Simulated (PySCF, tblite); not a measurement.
# C3H13PSi2: a rotation path, then NMR shifts on frames

Aim: move C3H13PSi2 (`CCC[SiH2]P[SiH3]`) away from its starting geometry and see how NMR shifts follow the geometry.

Computed with tblite 0.8.0 and PySCF 2.14.0, with density-fitted response routines of our own, on a single molecule in the gas phase. Atoms are numbered from 0 throughout.

**1. The molecule as given**

19 atoms, charge 0, multiplicity 1; geometry from: GFN2-xTB.

Bonds of the start (Å): C0–C1 1.52, C1–C2 1.52, C2–Si3 1.90, Si3–P4 2.24, P4–Si5 2.22, C0–H6 1.09, C0–H7 1.09, C0–H8 1.09, C1–H9 1.09, C1–H10 1.09, C2–H11 1.09, C2–H12 1.09, Si3–H13 1.47, Si3–H14 1.47, P4–H15 1.38, Si5–H16 1.46, Si5–H17 1.46, Si5–H18 1.47.

**2. A band between two rotamers with GFN2-xTB**

The job: settings as JSON, then the geometry in Å.

```
{"job": {"kind": "neb", "xc": "GFN2-xTB", "basis": "xTB", "atoms": [1, 2, 3, 4], "turn": 120}, "charge": 0, "multiplicity": 1}
C     -3.496732     0.154710    -0.233404
C     -2.185004    -0.426132     0.282890
C     -0.976705     0.295832    -0.303347
Si     0.681394    -0.423137     0.287428
P      2.304928     0.652189    -0.811435
Si     4.125193    -0.035782     0.266917
H     -3.552090     0.065986    -1.316387
H     -3.576447     1.208233     0.026801
H     -4.347081    -0.369948     0.196368
H     -2.132100    -1.485848     0.025670
H     -2.158805    -0.353011     1.372081
H     -1.036879     1.356908    -0.048119
H     -1.023072     0.241547    -1.393821
H      0.804861    -1.839981    -0.073683
H      0.796943    -0.313298     1.750093
H      2.177909     1.841191    -0.125390
H      5.217103     0.842566    -0.150061
H      4.371864    -1.412104    -0.156056
H      3.994915     0.009331     1.725603
```

Level: GFN2-xTB climbing-image nudged elastic band, gas phase.

Launch:

```sh
> OMP_NUM_THREADS=1 python probes_run.py task.json out
```

This one command runs all jobs of the session in turn.

Output:

```text
image   E - E0 / eV
  0       0.0000
  1       0.0093
  2       0.0278
  3       0.0460
  4       0.0535
  5       0.0461
  6       0.0288
  7       0.0129
  8       0.0044
```

Wall time 13 s (1 thread, shared host).

The final band, with the dihedral C1–C2–Si3–P4:

```csv
image,dihedral (°),energy (eV),energy (kcal/mol)
0,175,0.000,0.0
1,192,0.009,0.2
2,208,0.028,0.6
3,225,0.046,1.1
4,242,0.053,1.2
5,258,0.046,1.1
6,275,0.029,0.7
7,291,0.013,0.3
8,308,0.004,0.1
```

**3. NMR shieldings: image 0, PBE0/pcSseg-1**

The job: settings as JSON, then the geometry in Å.

```
{"job": {"kind": "nmr", "xc": "PBE0", "basis": "pcSseg-1", "pop": false}, "charge": 0, "multiplicity": 1}
C     -3.496700     0.154700    -0.233400
C     -2.185000    -0.426100     0.282900
C     -0.976700     0.295800    -0.303300
Si     0.681400    -0.423100     0.287400
P      2.304900     0.652200    -0.811400
Si     4.125200    -0.035800     0.266900
H     -3.552100     0.066000    -1.316400
H     -3.576400     1.208200     0.026800
H     -4.347100    -0.369900     0.196400
H     -2.132100    -1.485800     0.025700
H     -2.158800    -0.353000     1.372100
H     -1.036900     1.356900    -0.048100
H     -1.023100     0.241500    -1.393800
H      0.804900    -1.840000    -0.073700
H      0.796900    -0.313300     1.750100
H      2.177900     1.841200    -0.125400
H      5.217100     0.842600    -0.150100
H      4.371900    -1.412100    -0.156100
H      3.994900     0.009300     1.725600
```

Level: GIAO PBE0/pcSseg-1 NMR shielding, non-relativistic, gas phase.

Output:

```text
coarse grid: 16192 points
cycle   1  E = -1041.8373235339  dE =  1.331e-01  |g| = 3.839e-01  |ddm| = 3.712e+00
cycle   2  E = -1041.8247070617  dE =  1.262e-02  |g| = 4.437e-01  |ddm| = 7.947e-01
cycle   3  E = -1041.8774633868  dE = -5.276e-02  |g| = 3.580e-02  |ddm| = 4.529e-01
cycle   4  E = -1041.8777392598  dE = -2.759e-04  |g| = 1.655e-02  |ddm| = 5.705e-02
cycle   5  E = -1041.8778086084  dE = -6.935e-05  |g| = 3.933e-03  |ddm| = 2.106e-02
cycle   6  E = -1041.8778122154  dE = -3.607e-06  |g| = 7.883e-04  |ddm| = 4.717e-03
final grid: 139240 points
cycle   7  E = -1041.9120602604  dE = -2.975e-05  |g| = 7.296e-03  |ddm| = 2.627e-02
cycle   8  E = -1041.9120534705  dE =  6.790e-06  |g| = 8.821e-03  |ddm| = 1.435e-02
cycle   9  E = -1041.9120739455  dE = -2.048e-05  |g| = 4.549e-04  |ddm| = 8.187e-03
cycle  10  E = -1041.9120739864  dE = -4.090e-08  |g| = 1.595e-04  |ddm| = 5.566e-04
cycle  11  E = -1041.9120739926  dE = -6.155e-09  |g| = 3.328e-05  |ddm| = 1.490e-04
cycle  12  E = -1041.9120739928  dE = -2.542e-10  |g| = 7.780e-06  |ddm| = 4.324e-05
converged SCF energy = -1041.9120739928

GIAO shielding tensors (ppm)
atom      isotropic    diamagn.    paramagn.     s11        s22        s33       span
  0 C      165.819     244.297     -78.478    150.838    158.650    187.971     37.133
  1 C      162.842     247.456     -84.613    153.340    161.300    173.887     20.547
  2 C      166.217     256.111     -89.894    149.232    157.847    191.571     42.339
  3 Si     391.474     882.825    -491.351    347.303    381.704    445.414     98.111
  4 P      650.261     970.599    -320.339    583.362    628.261    739.159    155.797
  5 Si     432.431     879.753    -447.322    396.028    434.554    466.711     70.683
  6 H       30.684      28.551       2.133     26.667     29.008     36.377      9.710
  7 H       30.734      28.613       2.121     26.722     29.050     36.430      9.709
  8 H       30.327      26.445       3.882     25.456     27.432     38.094     12.638
  9 H       30.325      31.892      -1.567     24.659     30.859     35.458     10.799
 10 H       30.318      31.964      -1.646     24.688     30.790     35.475     10.787
 11 H       30.921      35.063      -4.142     25.940     31.956     34.866      8.925
 12 H       30.841      34.758      -3.917     25.660     31.764     35.100      9.440
 13 H       27.578      31.840      -4.262     23.500     27.095     32.139      8.639
 14 H       27.272      31.939      -4.667     22.961     27.050     31.806      8.845
 15 H       31.524      32.764      -1.240     25.080     29.064     40.428     15.348
 16 H       27.548      28.229      -0.681     23.585     25.105     33.953     10.369
 17 H       27.793      28.894      -1.101     24.272     25.630     33.477      9.204
 18 H       27.552      28.614      -1.063     23.411     26.029     33.214      9.803
```

Run time: 60 s. Hardware: 1 thread, shared host.

Shifts follow as δ = σ(reference) − σ, with reference shieldings (ppm) from runs at the same level and on the same kind of geometry: 1H TMS 31.72, 13C TMS 186.9, 29Si TMS 349.2, 31P H3PO4 318.4. The references are single molecules in the gas phase, so shifts against H2O, NH3, PH3, H3PO4 or CFCl3 are not on the usual liquid scales and can be off by tens of ppm. Each atom is listed at this fixed geometry, with no averaging over motion; a spectrum would average atoms that exchange fast.

```csv
atoms,environment,σ (ppm),δ (ppm)
C1,sp3 CH2,162.8,24.1
C0,methyl carbon,165.8,21.1
C2,sp3 CH2 bonded to Si,166.2,20.7
H14,"hydrogen on a silicon bonded to C, P",27.27,4.44
H16,hydrogen on a silicon bonded to P,27.55,4.17
H18,hydrogen on a silicon bonded to P,27.55,4.17
H13,"hydrogen on a silicon bonded to C, P",27.58,4.14
H17,hydrogen on a silicon bonded to P,27.79,3.92
H10,hydrogen on an sp3 CH2,30.32,1.40
H9,hydrogen on an sp3 CH2,30.33,1.39
H8,hydrogen on a methyl carbon,30.33,1.39
H6,hydrogen on a methyl carbon,30.68,1.03
H7,hydrogen on a methyl carbon,30.73,0.98
H12,hydrogen on an sp3 CH2 bonded to Si,30.84,0.88
H11,hydrogen on an sp3 CH2 bonded to Si,30.92,0.80
H15,hydrogen on a phosphorus bonded to 2 Si,31.52,0.19
Si3,"silicon bonded to C, P, 2 H",391.5,-42.3
Si5,"silicon bonded to P, 3 H",432.4,-83.3
P4,"phosphorus bonded to 2 Si, H",650.3,-331.9
```

**4. NMR shieldings: image 2, PBE0/pcSseg-1**

The job: settings as JSON, then the geometry in Å.

```
{"job": {"kind": "nmr", "xc": "PBE0", "basis": "pcSseg-1", "pop": false}, "charge": 0, "multiplicity": 1}
C     -3.462100     0.268500    -0.109300
C     -2.132800    -0.292700     0.380300
C     -0.980100     0.091200    -0.543000
Si     0.700200    -0.611500     0.020400
P      2.288300     0.788000    -0.702700
Si     4.080000     0.063300     0.401800
H     -3.703400    -0.125500    -1.094400
H     -3.417200     1.354500    -0.175000
H     -4.264600    -0.001100     0.574200
H     -2.197800    -1.381200     0.446700
H     -1.928100     0.085000     1.385200
H     -0.920700     1.181000    -0.604500
H     -1.198200    -0.261500    -1.553800
H      0.988100    -1.915900    -0.589100
H      0.711200    -0.774500     1.483800
H      1.974500     1.805300     0.174300
H      5.096600     1.104600     0.267100
H      4.503100    -1.165700    -0.265600
H      3.853200    -0.202600     1.825700
```

With the program's defaults for keys left out, this is: GIAO PBE0/pcSseg-1 NMR shielding, non-relativistic, gas phase.

Output:

```text
coarse grid: 16192 points
cycle   1  E = -1041.8361361010  dE =  1.269e-01  |g| = 3.834e-01  |ddm| = 3.709e+00
cycle   2  E = -1041.8238020926  dE =  1.233e-02  |g| = 4.422e-01  |ddm| = 7.870e-01
cycle   3  E = -1041.8761824194  dE = -5.238e-02  |g| = 3.585e-02  |ddm| = 4.470e-01
cycle   4  E = -1041.8764597605  dE = -2.773e-04  |g| = 1.655e-02  |ddm| = 5.750e-02
cycle   5  E = -1041.8765297680  dE = -7.001e-05  |g| = 3.959e-03  |ddm| = 2.136e-02
cycle   6  E = -1041.8765334283  dE = -3.660e-06  |g| = 7.867e-04  |ddm| = 4.751e-03
final grid: 139240 points
cycle   7  E = -1041.9109663797  dE = -2.936e-05  |g| = 7.583e-03  |ddm| = 2.599e-02
cycle   8  E = -1041.9109586840  dE =  7.696e-06  |g| = 9.261e-03  |ddm| = 1.524e-02
cycle   9  E = -1041.9109813349  dE = -2.265e-05  |g| = 4.602e-04  |ddm| = 8.603e-03
cycle  10  E = -1041.9109813761  dE = -4.115e-08  |g| = 1.661e-04  |ddm| = 5.567e-04
cycle  11  E = -1041.9109813828  dE = -6.759e-09  |g| = 3.437e-05  |ddm| = 1.615e-04
cycle  12  E = -1041.9109813831  dE = -2.747e-10  |g| = 8.148e-06  |ddm| = 4.490e-05
converged SCF energy = -1041.9109813831

GIAO shielding tensors (ppm)
atom      isotropic    diamagn.    paramagn.     s11        s22        s33       span
  0 C      165.730     244.571     -78.841    151.265    158.102    187.824     36.559
  1 C      161.642     247.599     -85.957    150.468    161.178    173.280     22.812
  2 C      167.708     255.872     -88.164    149.814    160.205    193.106     43.292
  3 Si     389.727     882.723    -492.996    340.470    387.931    440.779    100.309
  4 P      647.013     970.688    -323.675    571.646    630.202    739.190    167.545
  5 Si     432.407     879.715    -447.308    392.807    436.809    467.606     74.798
  6 H       30.712      28.373       2.339     26.710     28.866     36.559      9.849
  7 H       30.723      28.866       1.857     26.663     29.229     36.279      9.616
  8 H       30.332      26.648       3.684     25.495     27.449     38.052     12.558
  9 H       30.341      31.737      -1.397     24.701     30.775     35.546     10.845
 10 H       30.312      32.526      -2.214     24.723     30.991     35.221     10.498
 11 H       31.060      35.392      -4.333     25.556     32.306     35.316      9.760
 12 H       30.635      34.108      -3.473     25.989     30.641     35.275      9.285
 13 H       27.442      31.539      -4.096     23.498     26.539     32.290      8.792
 14 H       27.356      32.050      -4.694     22.963     27.542     31.565      8.602
 15 H       31.524      33.114      -1.591     25.138     29.181     40.252     15.114
 16 H       27.559      28.215      -0.656     23.571     25.143     33.962     10.391
 17 H       27.806      28.798      -0.992     24.279     25.575     33.563      9.284
 18 H       27.569      28.626      -1.057     23.465     26.060     33.182      9.717
```

Run time: 58 s. Hardware: 1 thread, shared host.

This run: δ C1 25.3, C0 21.2, C2 19.2, Si3 -40.6, H14 4.36, H13 4.27 ppm.

(Part 1 of 2 ends here.)
